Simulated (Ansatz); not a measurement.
# AlIr: the cost of one run

Computed with Ansatz 0.2.0 (DFT PBEsol, scalar-relativistic, plane waves, PAW, unless a step's input says otherwise).

### Step 1. The starting structure

It takes space group Pm-3m (No. 221, cubic). The conventional cell has a = 2.995 Å, b = 2.995 Å, c = 2.995 Å, α = 90.00°, β = 90.00°, γ = 90.00°. Around Al (site symmetry m-3m) lie 8 Ir at 2.59 Å. Ir (site symmetry m-3m) has 8 Al at 2.59 Å as nearest neighbours.

As a file:

```cif
data_structure
_symmetry_space_group_name_H-M 'P 1'
_symmetry_Int_Tables_number 1
_cell_length_a 2.9946
_cell_length_b 2.9946
_cell_length_c 2.9946
_cell_angle_alpha 90.000
_cell_angle_beta 90.000
_cell_angle_gamma 90.000
_cell_volume 26.85
loop_
_atom_site_label
_atom_site_type_symbol
_atom_site_fract_x
_atom_site_fract_y
_atom_site_fract_z
_atom_site_occupancy
Al1 Al 0.00000 0.00000 0.00000 1
Ir1 Ir 0.50000 0.50000 0.50000 1
```

The structure comes from the Materials Project (structure only).

### Step 2. Self-consistent density

Input file input.yaml:

```yaml
crystal:
  lattice:
    - [2.99455485, 0.0, 0.0]
    - [0.0, 2.99455485, 0.0]
    - [0.0, 0.0, 2.99455485]
  atoms:
    - { symbol: Al, position: [0.0, 0.0, 0.0] }
    - { symbol: Ir, position: [0.5, 0.5, 0.5] }
basis:
  ecutwfc: 420
  fft_grid_basis: typed
kpoints:
  mp_grid: { grid: [12, 12, 12] }
hamiltonian:
  xc: pbesol
  pseudopotentials: { kind: paw }
scf:
  occupations: { method: gaussian, width: 0.05 }
output:
  forces: true
  stress: true
  eigenvalues: true
  bader: true
  write_density: true
  volumetric_format: npy
  elf: true
```

Command:

```
$ ansatz run input.yaml --threads 1 --pin off --max-ram 2560MiB --backend cpu --events-out ev --progress --plain --runs-dir out
```

What time and memory should one allow on 1 thread of Arm Neoverse N1, shared host?

About 23 s, with a peak of 0.3 GiB.
